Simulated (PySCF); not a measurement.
**BSe⁻: the SCF solver's settings**

Do solver options change the result for BSe⁻, or only the number of cycles?

Computed with PySCF 2.14.0. Level: method and basis as typed in the scripts.

### 1 The starting structure

BSe⁻: 2 atoms, charge -1, spin multiplicity 1.

Bond lengths: B1–Se2 1.827 Å.

### 2 The run that the others are compared with

input.py reads:

```python
from pyscf import gto, scf, mp

mol = gto.M(
    atom='B 0 0 0; Se 0 0 1.827',
    basis='def2-svp',
    charge=-1,
    spin=0,
    verbose=4,
)
mf = scf.RHF(mol)
mf.kernel()
mp.MP2(mf, frozen=10).kernel()
mf.dip_moment()
print('orbital energies (hartree):', mf.mo_energy[..., max(0, mol.nelec[1]-3):mol.nelec[0]+3].round(4))
```

Started as:

```bash
python input.py
```

Its log is not repeated here.

In short: E(SCF) = -2424.193764 Eh, 10 cycles, E(MP2) − E(SCF) = -0.30454 Eh.

The bond length is a typed value, not an optimised one. The dipole of an ion depends on the origin.

### 3 Point-group symmetry on

Variant 1 changes point-group symmetry: off → on.

input.py reads:

```python
from pyscf import gto, scf, mp

mol = gto.M(
    atom='B 0 0 0; Se 0 0 1.827',
    basis='def2-svp',
    charge=-1,
    spin=0,
    symmetry=True,
    verbose=4,
)
mf = scf.RHF(mol)
mf.kernel()
mp.MP2(mf, frozen=10).kernel()
mf.dip_moment()
print('orbital energies (hartree):', mf.mo_energy[..., max(0, mol.nelec[1]-3):mol.nelec[0]+3].round(4))
```

Started as:

```bash
python input.py
```

### 4 Initial guess core

Variant 2 changes initial guess: minao → core.

input.py, as its differences from that of step 2:

```diff
@@ -10,2 +10,3 @@
 mf = scf.RHF(mol)
+mf.init_guess = 'core'
 mf.kernel()
```

### 5 Initial guess chk

Variant 3 changes initial guess: minao → chk.

input.py, as its differences from that of step 2:

```diff
@@ -10,2 +10,3 @@
 mf = scf.RHF(mol)
+mf.init_guess = 'chk'
 mf.kernel()
```

### 6 Level shift -0.2 hartree

Variant 4 changes level shift: none → -0.2 hartree.

input.py, as its differences from that of step 2:

```diff
@@ -10,2 +10,3 @@
 mf = scf.RHF(mol)
+mf.level_shift = -0.2
 mf.kernel()
```

### 7 Second-order solver on

Variant 5 changes second-order solver: off → on.

input.py, as its differences from that of step 2:

```diff
@@ -10,2 +10,3 @@
 mf = scf.RHF(mol)
+mf = mf.newton()
 mf.kernel()
```

What does the calculation give? Wanted: for each run, E(SCF); from base; gap; after the SCF.

As calculated:

```tsv
run	E(SCF) (hartree)	from base (eV)	cycles	gap (eV)	after the SCF
base	-2424.193764	0	10	11.09	MP2 correlation -8.287 eV, core frozen
point-group symmetry on	-2424.193764	0.0000	10	11.09	MP2 correlation -8.287 eV, core frozen
initial guess core	-2424.193764	0.0000	10	11.09	MP2 correlation -8.287 eV, core frozen
initial guess chk	-2424.193764	0.0000	10	11.09	MP2 correlation -8.287 eV, core frozen
level shift -0.2 hartree	-2424.193764	0.0000	42	11.09	MP2 correlation -8.287 eV, core frozen
second-order solver on	-2424.193764	0.0000	3 macro	11.09	MP2 correlation -8.287 eV, core frozen
```

Distance from each run's final energy (log10 hartree) by cycle:

```tsv
run	cycle 1	cycle 2	cycle 3	cycle 5	cycle 8	cycle 12
base	-1.3	-1.9	-3.0	-5.0	-8.5	done
point-group symmetry on	-1.3	-1.9	-3.0	-5.0	-8.5	done
initial guess core	-1.3	-1.9	-3.0	-5.0	-8.5	done
initial guess chk	-1.3	-1.9	-3.0	-5.0	-8.5	done
level shift -0.2 hartree	-1.6	-1.8	-2.1	-2.6	-3.3	-4.0
second-order solver on	-5.4	< -11	< -11	done	done	done
```

**Reading.** The SCF energy stays the same, to the digits that matter, with point-group symmetry on or initial guess core or initial guess chk or level shift -0.2 hartree or second-order solver on. PySCF falls back to minao for a guess that it doesn't know or can't read, so that run repeats the base. The base needs 10 cycles and the run with level shift -0.2 hartree needs 42.
